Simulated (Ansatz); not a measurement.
Working through a single point in a Gaussian basis of C₄H₇FSi, SMILES C=C[SiH](F)C=C

Computed with Ansatz's Python interface.

Contents of `c4h7fsi.xyz`:
```text
13

C     0.86430    0.78230   -1.92210
C    -0.36320    0.55960   -1.34790
Si   -0.78500   -0.84890   -0.25570
F    -2.23900   -1.16540   -0.41930
C    -0.47590   -0.43730    1.50670
C     0.64730    0.05310    2.08060
H     0.95470    1.70100   -2.56940
H     1.72940    0.21310   -1.80970
H    -1.20140    1.23780   -1.46940
H     0.04530   -2.04320   -0.59550
H    -1.36500   -0.59720    2.16110
H     1.57040    0.23270    1.52460
H     0.63850    0.27770    3.13090
```

Run as a notebook:

**Cell 1**
```python
import ansatz as az
```

**Cell 2**
```python
geometry = az.Crystal.molecule_from_extxyz("c4h7fsi.xyz")
```

**Cell 3**
```python
job = (
    geometry.calculation()
    .basis(gaussian="6-31G*")
    .functional("cam_b3lyp")
)
result = job.run()
report = result.report
```

**Cell 4**
```python
report["positions_ang"]
```
Output:
```text
[[0.8643, 0.7823, -1.9221], [-0.3632, 0.5596, -1.3479], [-0.785, -0.8489, -0.2557],
 [-2.239, -1.1654, -0.4193], [-0.4759, -0.4373, 1.5067], [0.6473, 0.0531, 2.0806],
 [0.9547, 1.701, -2.5694], [1.7294, 0.2131, -1.8097], [-1.2014, 1.2378, -1.4694],
 [0.0453, -2.0432, -0.5955], [-1.365, -0.5972, 2.1611], [1.5704, 0.2327, 1.5246],
 [0.6385, 0.2777, 3.1309]]
```

**Cell 5**
```python
sorted(key for key in report if key.endswith("_ev"))
```
Output:
```text
['free_energy_ev', 'reference_energy_ev']
```

**Cell 6**
```python
{key: value for key, value in report.items() if isinstance(value, (int, float)) and "ev" in key}
```
Output:
```text
{'free_energy_ev': -14852.790038443272, 'reference_energy_ev': -14852.790038443272}
```

**Cell 7**
```python
print(f"E = {report['free_energy_ev']:.6f} eV = {report['free_energy_ev'] / 27.211386246:.7f} Ha")
print("converged:", report["converged"], " doubts:", report["published_state_doubts"] or "none")

state = report["mean_field"]["state"]
print(f"mean field: {state['energy']['hartree']:.7f} Ha, <S^2> = {abs(state['spin_squared']):.4f}, stability: {state.get('stability', {}).get('kind')}")
```
Output:
```text
E = -14852.790038 eV = -545.8299663 Ha
converged: True  doubts: none
mean field: -545.8299663 Ha, <S^2> = 0.0000, stability: minimum
```

Total energies depend on the basis set; only differences at equal settings carry meaning. The geometry is a force-field or estimated start, not a minimum of this method, and the basis set is short of its limit. It ran for 4.9 s on 1 thread of Arm Neoverse V1, with other jobs on the host, peak memory 0.3 GiB.

(Lines on the test bed's own set-up are left out of the output.)
